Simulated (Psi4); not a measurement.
**GeH4S (Ge(SH)H3) at M06-L/def2-SVPD**

What is the vertical electron affinity of GeH4S (Ge(SH)H3) at M06-L/def2-SVPD? 

The calculation is run with Psi4 1.11.

4 further runs of the same task are left out: 3 that didn't finish, 1 set aside as unsound or not needed.

### Step 1. The structure to begin with

The species is GeH4S (6 atoms), meant as a singlet with charge 0. As SMILES, `[H][Ge]([H])([H])[SH]`. Geometry: a GFN2-xTB relaxation, a rough one for these elements and not checked as a minimum.

Bond lengths: Ge1–S2 2.194 Å, S2–H3 1.327 Å, Ge1–H4 1.492 Å, Ge1–H5 1.501 Å, Ge1–H6 1.501 Å. Angles: Ge1–S2–H3 94.3°, S2–Ge1–H4 107.2°, S2–Ge1–H5 110.9°, S2–Ge1–H6 110.5°, H4–Ge1–H5 109.9°, H4–Ge1–H6 109.6°, H5–Ge1–H6 108.7°.

### Step 2. A single-point energy at M06-L/def2-SVPD

The input, input.inp:

```
memory 1600 MB

molecule {
  0 1
  Ge     0.201110    -0.010780    -0.503070
  S      0.260440     0.021500     1.690160
  H     -1.059390     0.053950     1.826060
  H      1.614000    -0.023310    -0.982370
  H     -0.508420     1.199120    -1.038330
  H     -0.507750    -1.240490    -0.992450
  symmetry c1
}

set globals {
  basis                def2-SVPD
  puream               true
  e_convergence        1e-09
  d_convergence        1e-08
  scf_type             pk
  dft_radial_points    99
  dft_spherical_points 590
}

e_tot = energy('m06-l')
```

On the command line:

```sh
$ psi4 input.inp input.out -n 1
```

input.out, shortened:

```text
[...]
  Running in c1 symmetry.
[...]
  Nuclear repulsion =  179.626303446246226
[...]
  Multiplicity = 1
[...]
  Nalpha       = 26
  Nbeta        = 26
[...]
    Number of basis functions: 97
[...]
   @RKS iter   1: -2475.62028508505000   -1.56668e+00   2.61613e-02 DIIS/ADIIS
[...]
   @RKS iter  13: -2477.17481506408785   -6.82121e-12   5.19807e-09 DIIS
[...]
    Orbital Energies [Eh]
    ---------------------
    Doubly Occupied:
       1A   -398.048942     2A    -88.501034     3A    -49.661837
       4A    -44.097037     5A    -44.095973     6A    -44.095836
       7A     -7.895010     8A     -6.224684     9A     -5.808731
      10A     -5.805686    11A     -5.798811    12A     -4.351507
      13A     -4.347540    14A     -4.347125    15A     -1.139960
      16A     -1.138601    17A     -1.137941    18A     -1.135028
      19A     -1.135005    20A     -0.697569    21A     -0.521557
      22A     -0.389057    23A     -0.332857    24A     -0.326497
      25A     -0.300872    26A     -0.232015
[...]
  @RKS Final Energy: -2477.17481506408785
   => Energetics <=
    Nuclear Repulsion Energy =            179.6263034462462258
    One-Electron Energy =               -3805.0876701947563561
    Two-Electron Energy =                1254.5426856283886536
    DFT Exchange-Correlation Energy =    -106.2561339439664323
    Empirical Dispersion Energy =           0.0000000000000000
    VV10 Nonlocal Energy =                  0.0000000000000000
    Total Energy =                      -2477.1748150640878521
[...]
 Multipole Moments:
 ------------------------------------------------------------------------------------
     Multipole            Electronic (a.u.)      Nuclear  (a.u.)        Total (a.u.)
 ------------------------------------------------------------------------------------
 L = 1.  Multiply by 2.5417464519 to convert [e a0] to [Debye]
 Dipole X            :          0.8480579           -1.1536466           -0.3055887
 Dipole Y            :         -0.0817284            0.0854362            0.0037078
 Dipole Z            :         -4.8849899            4.4447743           -0.4402156
 Magnitude           :                                                    0.5358992
[...]
```

Wall time 33 s (1 thread of Intel Xeon 6975P-C (Granite Rapids), shared host); peak memory 0.82 GiB.

### Step 3. The doublet anion: energy and forces at UM06-L/def2-SVPD

The input, run.py:

```python
import psi4

psi4.set_memory(1600000000)
psi4.set_num_threads(1)
psi4.set_output_file('run.log', False)

molecule = psi4.geometry("""
-1 2
Ge
S 1 2.19427
H 2 1.327205 1 94.34825
H 1 1.492027 2 107.19398 3 178.90179
H 1 1.501264 4 109.8639 2 120.62804
H 1 1.501387 4 109.60339 5 119.38501
symmetry c1
no_reorient
no_com
""")

options = {'basis': 'def2-SVPD', 'reference': 'uks', 'puream': True, 'e_convergence': 1e-09, 'd_convergence': 1e-06, 'scf_type': 'pk', 'dft_radial_points': 99, 'dft_spherical_points': 590, 'maxiter': 150, 'orbital_optimizer_package': 'ooo'}
psi4.set_options(options)

result, w = psi4.gradient('M06-L', molecule=molecule, return_wfn=True)
psi4.oeprop(w, 'QUADRUPOLE', 'MULLIKEN_CHARGES', 'WIBERG_LOWDIN_INDICES', title='M06-L')
print('gradient / Eh bohr^-1')
print(result.np.round(6))
print(f'energy = {w.energy():.10f} Eh')
for k, v in sorted(psi4.core.scalar_variables().items()):
    print(f'{k:45s} {v:18.10f}')
```

On the command line:

```sh
$ python run.py
```

run.log, shortened:

```text
[...]
  Running in c1 symmetry.
[...]
  Nuclear repulsion =  179.626286145810724
[...]
  Multiplicity = 2
[...]
  Nalpha       = 27
  Nbeta        = 26
[...]
    Number of basis functions: 97
[...]
   @UKS iter   1: -2475.28815399883388   -2.47529e+03   2.68187e-02 ADIIS+DIIS
[...]
   @UKS iter  31: -2477.12099955414442   -2.81943e-10   5.80987e-08 Converged
[...]
   @S^2 Observed:                7.510579526E-01
[...]
  @UKS Final Energy: -2477.12099955413532
   => Energetics <=
    Nuclear Repulsion Energy =            179.6262861458107238
    One-Electron Energy =               -3814.3687400612598140
    Two-Electron Energy =                1264.0169285779179518
    DFT Exchange-Correlation Energy =    -106.3954742166043843
    Empirical Dispersion Energy =           0.0000000000000000
    VV10 Nonlocal Energy =                  0.0000000000000000
    Total Energy =                      -2477.1209995541353237
[...]
  -Total Gradient:
     Atom            X                  Y                   Z
    ------   -----------------  -----------------  -----------------
       1       -0.000393822482     0.005721230537     0.036370873122
       2        0.000178253794    -0.012280137124    -0.057831504881
       3       -0.000022909381     0.008923750755     0.001119030364
       4        0.000447910624    -0.017476136269     0.004189018033
       5        0.013887216694     0.007876540937     0.008139961054
       6       -0.014106147328     0.007268799723     0.008073388526
[...]
 Multipole Moments:
 ------------------------------------------------------------------------------------
     Multipole            Electronic (a.u.)      Nuclear  (a.u.)        Total (a.u.)
 ------------------------------------------------------------------------------------
 L = 1.  Multiply by 2.5417464519 to convert [e a0] to [Debye]
 Dipole X            :         -0.0132325            0.0092870           -0.0039455
 Dipole Y            :          1.0642091           -1.2735494           -0.2093403
 Dipole Z            :         -2.2299538            4.4127324            2.1827786
 Magnitude           :                                                    2.1927976
 L = 2.  Multiply by 1.3450342976 to convert [e a0^2] to [Debye ang]
 Quadrupole XX       :        -44.4214034           10.6298901          -33.7915133
 Quadrupole XY       :         -0.0311987            0.0167342           -0.0144645
[...]
```

The script printed:

```text
gradient / Eh bohr^-1
[[-3.9400e-04  5.7210e-03  3.6371e-02]
 [ 1.7800e-04 -1.2280e-02 -5.7832e-02]
 [-2.3000e-05  8.9240e-03  1.1190e-03]
 [ 4.4800e-04 -1.7476e-02  4.1890e-03]
 [ 1.3887e-02  7.8770e-03  8.1400e-03]
 [-1.4106e-02  7.2690e-03  8.0730e-03]]
energy = -2477.1209995541 Eh
CURRENT ENERGY                                  -2477.1209995541
CURRENT REFERENCE ENERGY                        -2477.1209995541
DFT FUNCTIONAL TOTAL ENERGY                     -2477.1209995541
DFT TOTAL ENERGY                                -2477.1209995541
DFT VV10 ENERGY                                     0.0000000000
DFT XC ENERGY                                    -106.3954742166
GRID ELECTRONS ALPHA                               26.9999992556
GRID ELECTRONS BETA                                25.9999995051
GRID ELECTRONS TOTAL                               52.9999987607
NUCLEAR REPULSION ENERGY                          179.6262861458
ONE-ELECTRON ENERGY                             -3814.3687400613
SCF ITERATION ENERGY                            -2477.1209995541
SCF ITERATIONS                                     31.0000000000
SCF TOTAL ENERGY                                -2477.1209995541
TWO-ELECTRON ENERGY                              1264.0169285779
XC GRID RADIAL POINTS                              99.0000000000
XC GRID SPHERICAL POINTS                          590.0000000000
XC GRID TOTAL POINTS                           336127.0000000000
```

It took 80 s on 1 thread of Intel Xeon 6975P-C (Granite Rapids), shared host; peak memory 0.82 GiB.

### Step 4. What came out

Level: M06-L/def2-SVPD.

```
                                         quantity           value
                      singlet GeH4S: total energy  -2477.17482 Eh
                     singlet GeH4S: dipole moment          1.36 D
                       singlet GeH4S: HOMO energy        -6.31 eV
                       singlet GeH4S: LUMO energy        -0.34 eV
                     singlet GeH4S: HOMO–LUMO gap         5.97 eV
                      doublet anion: total energy  -2477.12100 Eh
doublet anion: HOMO energy (highest over α and β)         3.17 eV
 doublet anion: LUMO energy (lowest over α and β)         3.76 eV
                              doublet anion: ⟨S²⟩           0.751
          doublet anion: largest force on an atom      3.040 eV/Å
vertical electron affinity (to the doublet anion)       -1.464 eV
```

The anion lies 1.46 eV (34 kcal/mol) above the neutral: the electron isn't bound at this level, and such a value depends on the basis. The HOMO (doublet anion) lies at positive energy, 3.17 eV, as semi-local functionals often give for anions; only total energies tell whether the electron is bound.
